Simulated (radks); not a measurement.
# Valence configurations of Bi⁺

NIST gives [Hg] 6p2 as the ground configuration of Bi⁺. Does this level of theory agree? Several fillings of the valence shells are run.

Method: scalar-relativistic Kohn-Sham, PBE, spin-unpolarised, spherical densities, point nucleus. Code: radks (a radial shooting solver on a logarithmic mesh, Libxc functionals) version 1.

## 1. Starting point

```
element       : bismuth (Z = 83)
charge        : +1
electrons     : 82
configuration : [Hg] 6p2
others tried  : [Xe] 4f14 5d10 6s1.5 6p2.5; [Xe] 4f14 5d10 6s1 6p3; [Xe] 4f12 5d10 6s1 6p5; [Xe] 4f12 5d10 6s2 6p4; [Xe] 4f13 5d10 6s2 6p3; [Xe] 4f14 5d10 6p4; [Xe] 4f13 5d10 6p5; [Xe] 4f12 5d10 6s0.5 6p5.5; [Xe] 4f13.5 5d10 6s1.5 6p3
```

The outer shells:

Bi⁺
```
[Hg] core
6p [↑ ][↑ ][  ]
```

## 2. [Hg] 6p2

Settings of this run:

```text
Z 83
configuration [Hg] 6p2
relativity scalar-relativistic
functional pbe,pbe
spin unpolarised
nucleus point
c 137.035999084
```

## 3. [Xe] 4f14 5d10 6s1.5 6p2.5

Settings of this run:

```text
Z 83
configuration [Xe] 4f14 5d10 6s1.5 6p2.5
relativity scalar-relativistic
functional pbe,pbe
spin unpolarised
nucleus point
c 137.035999084
```

## 4. [Xe] 4f14 5d10 6s1 6p3

Settings of this run:

```text
Z 83
configuration [Xe] 4f14 5d10 6s1 6p3
relativity scalar-relativistic
functional pbe,pbe
spin unpolarised
nucleus point
c 137.035999084
```

## 5. [Xe] 4f12 5d10 6s1 6p5

Settings of this run:

```text
Z 83
configuration [Xe] 4f12 5d10 6s1 6p5
relativity scalar-relativistic
functional pbe,pbe
spin unpolarised
nucleus point
c 137.035999084
```

## 6. [Xe] 4f12 5d10 6s2 6p4

Settings of this run:

```text
Z 83
configuration [Xe] 4f12 5d10 6s2 6p4
relativity scalar-relativistic
functional pbe,pbe
spin unpolarised
nucleus point
c 137.035999084
```

## 7. [Xe] 4f13 5d10 6s2 6p3

Settings of this run:

```text
Z 83
configuration [Xe] 4f13 5d10 6s2 6p3
relativity scalar-relativistic
functional pbe,pbe
spin unpolarised
nucleus point
c 137.035999084
```

## 8. [Xe] 4f14 5d10 6p4

Settings of this run:

```text
Z 83
configuration [Xe] 4f14 5d10 6p4
relativity scalar-relativistic
functional pbe,pbe
spin unpolarised
nucleus point
c 137.035999084
```

## 9. [Xe] 4f13 5d10 6p5

Settings of this run:

```text
Z 83
configuration [Xe] 4f13 5d10 6p5
relativity scalar-relativistic
functional pbe,pbe
spin unpolarised
nucleus point
c 137.035999084
```

## 10. [Xe] 4f12 5d10 6s0.5 6p5.5

Settings of this run:

```text
Z 83
configuration [Xe] 4f12 5d10 6s0.5 6p5.5
relativity scalar-relativistic
functional pbe,pbe
spin unpolarised
nucleus point
c 137.035999084
```

## 11. [Xe] 4f13.5 5d10 6s1.5 6p3

Settings of this run:

```text
Z 83
configuration [Xe] 4f13.5 5d10 6s1.5 6p3
relativity scalar-relativistic
functional pbe,pbe
spin unpolarised
nucleus point
c 137.035999084
```

**Question.** What will these runs give? Wanted: for each run, valence; E − E(NIST configuration); highest level; its energy; 1s shift.

The runs gave:

```csv
valence,E − E(NIST configuration) (eV),highest level,its energy (eV),1s shift (eV)
[Hg] 6p2,0.000,6p,-11.439,+0.00
[Xe] 4f14 5d10 6s1.5 6p2.5,5.372,6p,-11.839,-0.93
[Xe] 4f14 5d10 6s1 6p3,10.819,6p,-12.225,-1.84
[Xe] 4f14 5d10 6p4,21.923,6p,-12.961,-3.61
[Xe] 4f13.5 5d10 6s1.5 6p3,82.635,6p,-12.569,-11.59
[Xe] 4f13 5d10 6s2 6p3,158.74,6p,-12.916,-21.55
[Xe] 4f13 5d10 6p5,182.70,6p,-14.337,-25.03
[Xe] 4f12 5d10 6s2 6p4,336.74,6p,-14.342,-43.86
[Xe] 4f12 5d10 6s1 6p5,349.61,6p,-15.031,-45.57
[Xe] 4f12 5d10 6s0.5 6p5.5,356.13,6p,-15.363,-46.41
```

In words: Theory agrees with NIST among these: the next, [Xe] 4f14 5d10 6s1.5 6p2.5, lies 5.372 eV higher. The energies are those of spherical spin-averaged densities, not of single terms. The 1s eigenvalue shifts by up to 46.41 eV as the valence charge is rearranged.
